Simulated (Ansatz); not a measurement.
This script drives the Ansatz DFT code, driven from Python.

Script `run_zeeman.py`:
```python
"""Spin moment of ZrCu in a magnetic field."""

import ansatz as az
import numpy as np
from tabulate import tabulate


def main() -> None:
    cell = (
        az.Lattice.of((3.25266425, 0.0, 0.0), (0.0, 3.25266425, 0.0), (0.0, 0.0, 3.25266425))
        .atom("Zr", (0.5, 0.5, 0.5))
        .atom("Cu", (0.0, 0.0, 0.0))
    )

    model = (
        cell.calculation()
        .functional("PBEsol")
        .basis(38 * az.Ry)
        .kpoints(length=22)
        .occupations("cold", width=50 * az.meV)  # the run then minimises F = E - TS
        .scf(tolerance=1e-07)
        .spin("collinear")  # two spin channels
    )
    # the field acts on the spins alone; such large fields lift the response over the noise
    rows = []
    for tesla in [0, 100, 200, 400]:
        report = (model.magnetic_field(tesla) if tesla else model).run().report
        rows.append((tesla, report["magnetization_mub"], report["free_energy_ev"], report["components"].get("e_zeeman", 0.0)))
    print(tabulate(rows, headers=["B (T)", "moment muB", "F eV", "Zeeman term eV"], floatfmt=".4f", tablefmt="plain"))
    slope = np.polyfit([row[0] for row in rows], [row[1] for row in rows], 1)[0]
    print(f"dM/dB = {1000 * slope:.4f} muB per 1000 T per cell")


if __name__ == "__main__":
    main()
```

It is started by `python run_zeeman.py`. How long does it take on 1 thread of Arm Neoverse V2, on a shared host, and how much memory does it need?

It took about 17 s, with a peak of 0.39 GiB, for 4 runs of the engine.

```console
$ python run_zeeman.py
RunWarning: this spin-polarised run has no starting moment large enough to seed its density, so its SCF can try parallel moments of its own, which can die out, and starts no order whose moments [...]
  B (T)    moment muB         F eV    Zeeman term eV
      0        0.4814  -10717.6122            0.0000
    100        0.5296  -10717.6152           -0.0031
    200        0.5479  -10717.6183           -0.0063
    400        0.5518  -10717.6247           -0.0128
dM/dB = 0.1587 muB per 1000 T per cell
```
(Warnings from the package without file and line, shortened.)

What to keep in mind:
- Total energies depend on the potentials; only differences at equal settings carry meaning. A total without «per atom» is that of the cell as typed.
- No spin polarisation was allowed.
- For a metal this k-point mesh is coarse: on a finer one energies can move by several to tens of meV an atom and pressures by half a GPa or more, differences at one mesh by less.
- The structure comes from a database of computed cells and needn't be a stable or known phase.
- Orbital magnetism is left out. The response of a metal hangs strongly on mesh and smearing, and a straight-line fit holds only where the moment is linear in the field.

(Lines on the test bed's own set-up are left out of the output.)
